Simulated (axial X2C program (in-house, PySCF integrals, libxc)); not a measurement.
# TaSi: properties at the nuclei

Wanted for TaSi: properties at the nuclei, at the two-component level.

The runs use an in-house X2C program for linear molecules on PySCF integrals; two-component X2C with atomic mean-field terms, Ta dyall-cv3z, Si dyall-v3z.

All values are calculated.

## Step 1: Input

The input, task.json:

```json
{"zs": [73, 14], "q": 0, "bas": ["dyall-cv3z", "dyall-v3z"], "r0": 2.62, "levels": ["PBE0", "HF", "TPSSh", "BHandHLYP", "B3LYP"], "nst": 3}
```

Keys: zs atomic numbers; q charge; bas basis sets; r0 starting distance in Å; levels methods (HF also brings MP2); nst determinants followed.

Run with:

```
$ python soeom.py task.json out
```

The runs that follow: Expectation values, lowest determinant; Expectation values, a higher determinant; Expectation values, a higher determinant.

Q: Predict the outcome of this session. Wanted: lowest determinant; Eeff magnitude; Ws magnitude Ta; A∥/gI Ta; qzz Ta; higher determinant (for each run or level that gives them).

The runs gave:

```
                                        quantity                                    value
                              lowest determinant  Ω = 1/2 (excess of +ω over −ω: ω = 1/2)
                    Eeff magnitude (GV/cm), PBE0                                     10.9
                     Ws magnitude Ta (kHz), PBE0                                     16.1
                            A∥/gI Ta (MHz), PBE0                                     1680
                             qzz Ta (a.u.), PBE0                                    -2.67
                              higher determinant  Ω = 5/2 (excess of +ω over −ω: ω = 5/2)
Eeff magnitude (GV/cm), PBE0, higher determinant                                     12.3
 Ws magnitude Ta (kHz), PBE0, higher determinant                                      3.5
        A∥/gI Ta (MHz), PBE0, higher determinant                                      748
         qzz Ta (a.u.), PBE0, higher determinant                                     2.09
                              higher determinant  Ω = 3/2 (excess of +ω over −ω: ω = 3/2)
Eeff magnitude (GV/cm), PBE0, higher determinant                                     13.8
 Ws magnitude Ta (kHz), PBE0, higher determinant                                     6.97
        A∥/gI Ta (MHz), PBE0, higher determinant                                     -467
         qzz Ta (a.u.), PBE0, higher determinant                                    -2.60
```

What this shows: In the first state, the effective field runs from 1.59 to 63.3 GV/cm over the mean-field levels, so the levels don't agree on it. The expectation values come from single determinants, which for open shells can mix terms of unlike spin or miss the lowest Ω, so a determinant need not be a state. Eeff is the effective electric field on the electron dipole moment in this Ω state and Ws the scalar–pseudoscalar constant (defined with the proton number Z and per Ω); A∥ is the parallel hyperfine constant, which follows by multiplying with the nuclear g factor gI = μI/(I μN); qzz is the electric field gradient, eQq0 = 234.96 MHz × Q/barn × qzz; μ is positive if Si is the positive end. The operators were transformed with the bare-nucleus X2C matrices. A second determinant lies within 0.1 eV of the first, so their order is not settled at this level.
